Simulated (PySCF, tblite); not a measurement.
# C4H13NOSi3: geometry, infrared bands and NMR shifts

What infrared bands and NMR shifts should C4H13NOSi3 (`C=C(C=O)[Si@](N)([SiH3])[SiH2]C`) show?

Computed with tblite 0.8.0 and PySCF 2.14.0, with density-fitted response routines of our own, on a single molecule in the gas phase. Atoms count from 0, in the outputs and in this text.

## 1. Starting geometry

22 atoms, charge 0, multiplicity 1; geometry from: force field or distance geometry start.

Bonds of the start (Å): C0–C1 1.33, C1–C2 1.49, C2–O3 1.21, C1–Si4 1.86, Si4–N5 1.73, Si4–Si6 2.34, Si4–Si7 2.33, Si7–C8 1.84, C0–H9 1.08, C0–H10 1.10, C2–H11 1.11, N5–H12 1.02, N5–H13 1.02, Si6–H14 1.49, Si6–H15 1.51, Si6–H16 1.48, Si7–H17 1.49, Si7–H18 1.49, C8–H19 1.09, C8–H20 1.09, C8–H21 1.09.

## 2. Optimising the geometry with GFN2-xTB

Job settings and geometry (Å):

```
{"job": {"kind": "relax", "xc": "GFN2-xTB", "basis": "xTB"}, "charge": 0, "multiplicity": 1}
C     -0.939300     2.043900    -1.864300
C     -0.197700     1.100500    -1.294400
C      0.760700     0.366400    -2.174300
O      1.497000    -0.510700    -1.795200
Si    -0.231300     0.655300     0.512800
N     -1.312200     1.744100     1.310200
Si     1.912300     0.702000     1.445900
Si    -0.956800    -1.542100     0.823000
C      0.111100    -2.797100    -0.001600
H     -0.892800     2.279500    -2.918500
H     -1.655700     2.644300    -1.292300
H      0.741700     0.676000    -3.235700
H     -2.270100     1.571800     1.021600
H     -1.294400     1.564900     2.314300
H      2.606800     1.972100     1.092100
H      1.762000     0.656600     2.943200
H      2.733400    -0.466300     1.043200
H     -1.029300    -1.800900     2.284300
H     -2.359200    -1.634800     0.313800
H      0.076900    -2.699800    -1.086200
H      1.148100    -2.699500     0.312700
H     -0.221800    -3.806700     0.244500
```

Started as:

```
$ OMP_NUM_THREADS=1 python probes_run.py task.json out
```

One launch serves the whole session: the jobs run in the order shown.

**Question.** This job is followed by: GFN2-xTB harmonic vibrations, gas phase; GIAO PBE0/pcSseg-1 NMR shielding, non-relativistic, gas phase. Predict these results of the whole session: strongest single infrared mode (GFN2-xTB); zero-point energy (GFN2-xTB); 13C shifts against TMS (PBE0/pcSseg-1); 1H shifts against TMS (PBE0/pcSseg-1, means over atoms taken as alike); 17O shifts against H2O (PBE0/pcSseg-1); 29Si shifts against TMS (PBE0/pcSseg-1); 15N shifts against NH3 (PBE0/pcSseg-1).

As calculated:

| quantity | value |
| --- | --- |
| strongest single infrared mode (GFN2-xTB) | 780 cm⁻¹, 714 km/mol |
| zero-point energy (GFN2-xTB) | 95.9 kcal/mol |
| 13C shifts against TMS (PBE0/pcSseg-1) | 205.8, 165.2, 153.3, -8.8 ppm |
| 1H shifts against TMS (PBE0/pcSseg-1, means over atoms taken as alike) | 9.87, 7.07, 6.99, 3.88, 3.70, 3.47, 0.33, -0.12 ppm |
| 17O shifts against H2O (PBE0/pcSseg-1) | 667.0 ppm |
| 29Si shifts against TMS (PBE0/pcSseg-1) | -31.7, -70.6, -109.0 ppm |
| 15N shifts against NH3 (PBE0/pcSseg-1) | 7.5 ppm |

Over 209 steps the energy fell by 0.357 eV; of the close pairs, Si7–C8 changed most, 1.843 to 1.895 Å. No mode is imaginary among the 60: a minimum at this level. The strongest single mode, at 780 cm⁻¹, has its largest shares on H14, H15 and H16 (the list is cut at 3 atoms). Unscaled tight-binding wavenumbers are off by several per cent, some by more. Its intensities can rank the bands wrongly. The most deshielded carbon is C2 (aldehyde carbonyl carbon), at 205.8 ppm: low-lying n→π* states of the double bond to the heteroatom give a large paramagnetic term (-265 ppm). H11 (hydrogen on an aldehyde carbonyl carbon) lies farthest downfield among hydrogen, at 9.87 ppm; deshielded by the polar, anisotropic C=O bond. At PBE0/pcSseg-1: Shielding is most anisotropic at O3 (span 1262 ppm, paramagnetic term -736 ppm).
